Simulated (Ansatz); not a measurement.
# Ti5Si: convergence and cost

An exercise on one series of results from a longer session: the logs are not shown, and one member is left open.

Computed with Ansatz 0.2.0 (DFT PBEsol, scalar-relativistic, plane waves, PAW for the base; runs at other levels say so in their headings and inputs, unless a step's input says otherwise).

**The system as given**

The structure is trigonal, space group R32 (No. 155). The conventional cell has a = 5.046 Å, b = 5.046 Å, c = 13.323 Å, α = 90.00°, β = 90.00°, γ = 120.00°. Ti (site symmetry 3) has 9 Ti at 2.83 to 2.94 Å and 3 Si at 2.92 Å as nearest neighbours. Ti (site symmetry 2) is surrounded by 8 Ti at 2.69 to 2.88 Å and 2 Si at 2.71 Å. Si (site symmetry 32) is surrounded by 12 Ti at 2.71 to 2.92 Å.

Coordinates:

```cif
data_structure
_symmetry_space_group_name_H-M 'R32:H'
_symmetry_Int_Tables_number 155
_cell_length_a 5.0457
_cell_length_b 5.0457
_cell_length_c 13.3227
_cell_angle_alpha 90.000
_cell_angle_beta 90.000
_cell_angle_gamma 120.000
_cell_volume 293.74
loop_
_atom_site_label
_atom_site_type_symbol
_atom_site_symmetry_multiplicity
_atom_site_Wyckoff_symbol
_atom_site_fract_x
_atom_site_fract_y
_atom_site_fract_z
_atom_site_occupancy
Ti1 Ti 6 c 0.00000 0.00000 0.15144 1
Ti2 Ti 9 d 0.60535 0.00000 0.00000 1
Si1 Si 3 b 0.33333 0.66667 0.16667 1
```

Source of the structure: the Materials Project (structure only). It is taken as it stands there.

The first run:

input.yaml

```yaml
crystal:
  lattice:
    - [2.5228393509, 1.4565619783, 4.4409048145]
    - [-2.5228393509, 1.4565619783, 4.4409048145]
    - [0.0, -2.9131239567, 4.4409048145]
  atoms:
    - { symbol: Ti, position: [0.15143967, 0.15143967, 0.15143967] }
    - { symbol: Ti, position: [0.60535, 0.39465, 0.0] }
    - { symbol: Ti, position: [0.0, 0.60535, 0.39465] }
    - { symbol: Ti, position: [0.84856033, 0.84856033, 0.84856033] }
    - { symbol: Ti, position: [0.39465, 0.0, 0.60535] }
    - { symbol: Si, position: [0.5, 0.5, 0.5] }
basis:
  ecutwfc: 420
kpoints:
  mp_grid: { grid: [6, 6, 6] }
hamiltonian:
  xc: pbesol
scf:
  occupations: { method: gaussian, width: 0.1 }
output:
  forces: true
  stress: true
  eigenvalues: true
```

Started as:

```console
> ansatz run input.yaml --threads 1 --pin off --max-ram 2560MiB --backend cpu --events-out ev --progress --plain --runs-dir out
```

Steps of the session up to this table: Quick check of gap, pressure and forces; The base run; Functional: LDA; Functional: PBE; Functional set to r2SCAN.

One table of the session follows, with a row left open; its other results are not shown here.

It belongs to the step «The sweep of the functional side by side». 

| functional | pressure (GPa) | largest force (eV/Å) |
| --- | --- | --- |
| PBEsol | -4.4 | 0.067 |
| LDA | -8.5 | 0.109 |
| PBE | 0.0 | 0.027 |
| r2SCAN | ? | ? |

**Question.** Estimate the row for r2SCAN.

As computed: pressure (GPa): -1.2; largest force (eV/Å): 0.063. In the column «pressure (GPa)» it lies between PBEsol (-4.4) and PBE (0.0).
